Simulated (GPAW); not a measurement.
# ErH (Fm-3m) in GPAW: single point with PBE

Aim: the single point of ErH with PBE.

Everything below comes from runs of GPAW 26.7.0. Logs are shortened: lines on timing, memory, paths and dates and some standing lists are left out, and cuts for length are marked. The log counts tension as positive stress, the text compression.

### 1 Starting point

Symmetry: Fm-3m, No. 225, cubic system. Conventional cell: a = 4.872 Å, b = 4.872 Å, c = 4.872 Å, α = 90.00°, β = 90.00°, γ = 90.00°. Around Er (site symmetry m-3m) lie 6 H at 2.44 Å. Around H (site symmetry m-3m) lie 6 Er at 2.44 Å.

The cell comes from a database or a generator and needn't be the stable form of this composition.

### 2 Single point, PBE, collinear spin, ferromagnetic start

The input, run.py:

```python
from ase.io import read
from gpaw import PW
from gpaw.dft import DFT

atoms = read('POSCAR')
atoms.set_initial_magnetic_moments([3.0, 0.0])

dft = DFT(atoms,
          mode=PW(800),
          xc='PBE',
          kpts={'size': (9, 9, 9), 'gamma': True},
          occupations={'name': 'fermi-dirac', 'width': 0.05},
          nbands=25,
          convergence={'density': 1e-05, 'energy': 1e-05},
          maxiter=150,
          txt='gpaw.txt')
print(f'Energy: {dft.calculate_energy():.6f} eV')
print('Forces (eV/A):')
print(dft.calculate_forces().round(4))
print('Stress (eV/A^3):', dft.calculate_stress().round(6))
print('Moments:', dft.magmoms()[1].round(3))
dft.write_gpw_file('gs.gpw')
```

The input, POSCAR:

```
ErH
1.0
    0.0000000000      2.4358500000      2.4358500000
    2.4358500000      0.0000000000      2.4358500000
    2.4358500000      2.4358500000      0.0000000000
Er H
1 1
Direct
    0.0000000000      0.0000000000      0.0000000000
    0.5000000000      0.5000000000      0.5000000000
```

Potentials or basis: GPAW PAW data sets (gpaw-data 1.2.1), pw.

Run with:

```sh
$ OMP_NUM_THREADS=1 python run.py
```

gpaw.txt:

```text
Diagonalizing LCAO Hamiltonian
Converting LCAO to pw mode

               H

       Er

Atoms  # Å, Bohr magnetons
|   | symbol |        x |        y |        z |    initial magnetic moments |
|---|--------|----------|----------|----------|-----------------------------|
| 0 |     Er | 0.000000 | 0.000000 | 0.000000 | ( 0.0000,  0.0000,  3.0000) |
| 1 |      H | 2.435850 | 2.435850 | 2.435850 | ( 0.0000,  0.0000,  0.0000) |

Unit cell  # Å
| periodic |        x |        y |        z |  lengths |    angles |
|----------|----------|----------|----------|----------|-----------|
|      yes | 0.000000 | 2.435850 | 2.435850 | 3.444812 | 60.000000 |
|      yes | 2.435850 | 0.000000 | 2.435850 | 3.444812 | 60.000000 |
|      yes | 2.435850 | 2.435850 | 0.000000 | 3.444812 | 60.000000 |

Number of symmetries: 48
[... 51 lines left out ...]

BZ-sampling:
  Number of BZ points: 729
  Number of IBZ points: 35

  Monkhorst-Pack size: [9, 9, 9]
  Monkhorst-Pack shift: [0, 0, 0]

K-points  # in reciprocal-cell coordinates
|     |                                coordinates |     weight |
|-----|--------------------------------------------|------------|
|   0 | (  0.00000000,   0.00000000,   0.00000000) | 0.00137174 |
|   1 | (  0.11111111,   0.11111111,   0.00000000) | 0.00823045 |
|   2 | (  0.11111111,   0.11111111,   0.11111111) | 0.01097394 |
|   3 | (  0.22222222,   0.11111111,   0.11111111) | 0.01646091 |
|   4 | (  0.22222222,   0.22222222,   0.00000000) | 0.00823045 |
|   5 | (  0.22222222,   0.22222222,   0.11111111) | 0.03292181 |
|   6 | (  0.22222222,   0.22222222,   0.22222222) | 0.01097394 |
|   7 | (  0.33333333,   0.22222222,   0.11111111) | 0.03292181 |
|   8 | (  0.33333333,   0.22222222,   0.22222222) | 0.03292181 |
|   9 | (  0.33333333,   0.33333333,  -0.33333333) | 0.01646091 |
| ... |                                            |            |
|  34 | (  0.44444444,   0.44444444,   0.44444444) | 0.01097394 |

Plane wave coefficients: 1498
Cutoff: 800.0 eV

Spin-components: 2 (collinear spins)
Bands:           25
Projectors:      11
Spin-degeneracy: 1
Datatype:        complex128

Parallelization:
  kpt:    1
  domain: 1
  band:   1

Density:
  Valence electrons: 23.0
  Components: 2
  Grid points: [24 24 24]
  Charge: 0.0  # |e|

Potential:
  Grid points: [24 24 24]

species:
  Er:
    name:    Erbium
    Z:       68.0
    valence: 22
    core:    46
    charge:  0.0  # [|e|]
    compensation charges:
      type: gauss
      rc: 0.35  # [Å]
      lmax: 2
    cutoffs:
      filter: 1.16  # [Å]
      core: 1.71  # [Å]
    projectors
    | kind |    occ | energy [eV] | rcut [Å] |
    |------|--------|-------------|----------|
    |   5s |  2.000 |     -51.863 |    1.164 |
    |   6s |  2.000 |      -3.832 |    1.164 |
    |   5p |  6.000 |     -26.385 |    1.164 |
    |   6p |  0.000 |      -1.134 |    1.164 |
    |   5d |  0.000 |      -0.915 |    1.164 |
    |   4f | 12.000 |      -3.131 |    1.164 |
    |    d |        |      26.296 |    1.164 |
    |    f |        |      24.080 |    1.164 |

    Using partial waves for Er as LCAO basis

  H:
    name:    Hydrogen
    Z:       1.0
    valence: 1
    core:    0
    charge:  0.0  # [|e|]
    compensation charges:
      type: gauss
      rc: 0.15  # [Å]
      lmax: 2
    cutoffs:
      filter: 0.85  # [Å]
      core: 0.53  # [Å]
    projectors
    | kind |    occ | energy [eV] | rcut [Å] |
    |------|--------|-------------|----------|
    |   1s |  1.000 |      -6.494 |    0.476 |
    |    s |        |      20.717 |    0.476 |
    |    p |        |       0.000 |    0.476 |

    Using partial waves for H as LCAO basis

Reference energy: -356109.319869  # eV

eigensolver:
  PPCG
  Converge bands: occupied
  niter=2

density mixing:
  MSR1-Mixer
  Pratt-step length: 0.05
  Maximum mixing coefficient: 0.75
  Old densities: 10
  SVD Regularization: 0.005
  Good broyden scale: 1.0
  Trust region scale: 1.0
  Backstep threshold: 4.0
  History deletion threshold: 6.0
  Fourier metric: weight=20.0, sigma=0.015

occupation numbers:
  Fermi-Dirac:
    width: 0.0500  # eV

poisson solver:
  ecut: 6400.0  # eV

xc functional:
  name: PBE with 2 nearest neighbor stencil

convergence criteria:
- Maximum integral of absolute [dens]ity change: 1e-05 electrons / valence electron
- Maximum [total energy] change in last 3 cyles: 1e-05 eV / valence electron
- Maximum integral of absolute [eigenst]ate change: 4e-08 eV^2 / valence electron
maximum number of iterations: 150

SCF iterations
|iter     | |      energy | eigst |  dens |  magmom |
|---------|-|-------------|-------|-------|---------|
|iter:   1| |  -12.684010 | -0.25 |       |  +2.8333|
|iter:   2| |   -8.898358 | -1.58 | -0.61 |  +2.7417|
|iter:   3| |  -19.401872 | -0.44 | -0.69 |  +2.1433|
|iter:   4| |   -6.753169 | -0.81 | -0.27 |  +2.4552|
|iter:   5| |   -6.550090 | -2.51 | -1.04 |  +2.4370|
|iter:   6| |   -6.496057 | -2.78 | -1.37 |  +2.3982|
|iter:   7| |   -6.495313 | -3.99 | -2.06 |  +2.4011|
|iter:   8| |   -6.496900 | -4.34 | -2.47 |  +2.3985|
|iter:   9| |   -6.495627 | -4.75 | -2.23 |  +2.3971|
|iter:  10| |   -6.495747 | -6.13 | -3.00 |  +2.3964|
|iter:  11| |   -6.495645c| -7.37 | -3.49 |  +2.3955|
|iter:  12| |   -6.495672c| -8.28c| -4.02 |  +2.3947|
|iter:  13| |   -6.495663c| -8.21c| -4.03 |  +2.3937|
|iter:  14| |   -6.495663c| -7.88c| -4.60 |  +2.3935|
|iter:  15| |   -6.495662c| -7.69c| -4.90 |  +2.3931|
|iter:  16| |   -6.495662c| -8.34c| -5.08c|  +2.3930|
SCF steps: 16
Energy contributions relative to reference atoms: (reference = -356109.319869)

Energy contributions:
  Kinetic:         -50.165840
  Coulomb:          46.583947
  Zero:              0.802211
  External:          0.000000
  Xc:               -3.642432
  Entropy:          -0.147093
  Spinorbit:         0.000000
  ----------------------------
  Free energy:      -6.569208
  Extrapolated:     -6.495662

Forces  # eV/Ang
|       x |       y |       z |
|---------|---------|---------|
| 0.00000 | 0.00000 | 0.00000 |  # Er   0
| 0.00000 | 0.00000 | 0.00000 |  # H    1

Stress tensor  # eV/Ang^3
|         x |         y |         z |
|-----------|-----------|-----------|
| -0.013269 | -0.000000 |  0.000000 |
| -0.000000 | -0.013269 |  0.000000 |
|  0.000000 |  0.000000 | -0.013269 |

Total magnetic moment: (0.000000, 0.000000, 2.393013)

Local magnetic moments
|        x |        y |         z |
|----------|----------|-----------|
| 0.000000 | 0.000000 |  2.383854 |  # Er   0
| 0.000000 | 0.000000 | -0.001648 |  # H    1

Writing to gs.gpw (mode='')

  __  _  _
 | _ |_)|_||  |
 |__||  | ||/\| - 26.7.0

Input parameters:
  mode=PW(ecut=800.0),
  convergence={'density': 1e-05, 'energy': 1e-05},
  kpts=MonkhorstPack(size=(9, 9, 9), gamma=True),
  maxiter=150,
  nbands=25,
  occupations=Occupations(name='fermi-dirac', width=0.05),
  xc=XC(name='PBE')
# Writing to gs.gpw (mode='')
```

Wall time 90 s (1 thread of Arm Neoverse V1, shared host); peak memory 0.22 GiB.

What came out:

| Property | Result |
| --- | --- |
| Free energy | -6.5692 eV |
| Pressure | 2.1 GPa |
| Band gap on the k mesh | none (metal or under the smearing width) |
| Net moment | 2.39 μB per cell |
| Site moments | Er +2.38; H -0.00 μB |

Caveat: one-centre terms of the f shell are cut off; the magnetic or orbital state may not be the lowest; spin-orbit coupling is left out, which moves the levels of the heavy elements; without U or exact exchange the open f shell lies at the Fermi level, which spoils levels, moments and volumes. The state reached can hang on the start; a lower one may exist.
